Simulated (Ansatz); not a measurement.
**CH5Cl2GaO: small, medium and large basis sets**

How large a basis does CH5Cl2GaO need? Two functionals are run in growing sets.

Computed with Ansatz 0.2.0, Gaussian basis. Level: one geometry, several basis sets.

Plan: PBE0-D4/def2-SVP; ωB97M-V/def2-SVP; PBE0-D4/def2-QZVPP; ωB97M-V/def2-QZVPP; the functionals' def2-TZVPP values are taken from earlier runs.

## (1) Structure used throughout

The geometry comes from an earlier relaxation with PBE0-D4 in a triple-zeta def2 set; it is a stationary point, not always the lowest conformer.

SMILES `[CH3][Ga-]([OH2+])([Cl])[Cl]`, 10 atoms, charge 0, spin multiplicity 1.

Atoms are counted from 1 here; the program's logs count them from 0.

Bond lengths: C1–Ga2 1.946 Å, C1–H6 1.090 Å, C1–H7 1.090 Å, C1–H8 1.091 Å, Ga2–O3 2.119 Å, Ga2–Cl4 2.183 Å, Ga2–Cl5 2.183 Å, O3–H9 0.968 Å, O3–H10 0.968 Å. Angles: Ga2–C1–H6 110.2°, Ga2–C1–H7 110.2°, Ga2–C1–H8 109.7°, H6–C1–H7 109.4°, H6–C1–H8 108.6°, H7–C1–H8 108.6°, C1–Ga2–O3 108.3°, C1–Ga2–Cl4 121.1°, C1–Ga2–Cl5 121.1°, O3–Ga2–Cl4 92.0°, O3–Ga2–Cl5 92.0°, Cl4–Ga2–Cl5 112.3°, Ga2–O3–H9 104.1°, Ga2–O3–H10 104.1°, H9–O3–H10 106.7°.

## (2) PBE0-D4 in def2-SVP

Input file in.yaml:

```yaml
crystal:
  periodic: [false, false, false]
  atoms:
    - {symbol: C, position_ang: [-1.562158, -0.523423, 0.289430]}
    - {symbol: Ga, position_ang: [-0.002444, 0.261271, -0.570213]}
    - {symbol: O, position_ang: [1.653141, 0.048144, 0.735106]}
    - {symbol: Cl, position_ang: [1.037774, -0.776642, -2.184078]}
    - {symbol: Cl, position_ang: [0.258921, 2.425769, -0.672973]}
    - {symbol: H, position_ang: [-1.770260, -0.013362, 1.230550]}
    - {symbol: H, position_ang: [-1.393664, -1.583694, 0.480687]}
    - {symbol: H, position_ang: [-2.431783, -0.421011, -0.361545]}
    - {symbol: H, position_ang: [2.313446, -0.419722, 0.204687]}
    - {symbol: H, position_ang: [1.980126, 0.951370, 0.851346]}
basis:
  gaussian: {orbitals: def2-SVP}
hamiltonian: {xc: pbe0, dispersion: d4}
output: {orbitals: {seedname: orbitals}}
```

Launch:

```
$ ansatz run in.yaml --threads 2 --pin off --events-out ev --progress --plain --max-ram 32768MiB --backend cpu
```

The runs that follow: ωB97M-V in def2-SVP; PBE0-D4 in def2-QZVPP; ωB97M-V in def2-QZVPP.

Q: Predict the results of all the runs planned. Wanted: PBE0-D4: double and triple zeta above quadruple; ωB97M-V: double and triple zeta above quadruple.

As calculated:

| quantity | value |
| --- | --- |
| PBE0-D4: double and triple zeta above quadruple | 21.18, 2.09 eV |
| ωB97M-V: double and triple zeta above quadruple | 21.11, 2.02 eV |

**Reading.** For PBE0-D4 the step from double to triple zeta gains 19.09 eV and the next only 2.09 eV. These are total energies; as a rule much of such shifts cancels in differences, which this series doesn't test. The LUMO of ωB97M-V is positive and keeps falling with the basis (1.91 to 0.80 eV): an unbound level that the basis holds in place.
